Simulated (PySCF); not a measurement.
# C3H7NSSi: the cost of one run

The runs use PySCF 2.14.0, with density-fitted response routines of our own; the level of theory stands in each step. All values are computed, except where a source is named. Atoms are numbered from 0 throughout.

## 1. The starting structure

13 atoms, charge 0, multiplicity 1; geometry from: GFN2-xTB. The atoms were then displaced at random by about 0.01 Å, so the start is not that level's minimum.

Bonds of the start (Å): N0–C1 1.12, C1–C2 1.43, C2–S3 1.86, S3–C4 1.79, C4–Si5 1.91, C2–H6 1.12, C2–H7 1.06, C4–H8 1.09, C4–H9 1.07, Si5–H10 1.47, Si5–H11 1.47, Si5–H12 1.44.

## 2. Optimising the geometry at PBE0-D3(BJ)/def2-SVP

The job: settings as JSON, then the geometry in Å.

```
{"job": {"xc": "PBE0", "basis": "def2-SVP", "d3": "d3bj", "grid": 1, "shake": 0.01, "kind": "geom"}, "charge": 0, "multiplicity": 1}
N     -2.047710     2.014150     0.000830
C     -1.906180     0.939800     0.277470
C     -1.659290    -0.432520     0.574340
S     -0.779070    -1.243430    -0.846520
C      0.588770    -0.129110    -1.144790
Si     1.816060    -0.013060     0.320480
H     -0.997550    -0.522150     1.468970
H     -2.558480    -0.967910     0.723510
H      0.180030     0.853150    -1.395060
H      1.071960    -0.547780    -2.004020
H      1.205270     0.748820     1.420880
H      2.103650    -1.381390     0.776180
H      2.988350     0.664540    -0.182610
```

Launch:

```sh
> OMP_NUM_THREADS=1 python probes_run.py task.json out
```

The driver reads the jobs from task.json and runs them one after another.

**Question.** How long does this first job take on 1 thread of Arm Neoverse V1, shared host, and how much memory does it need?

About 78 s, with a peak of 0.5 GiB.
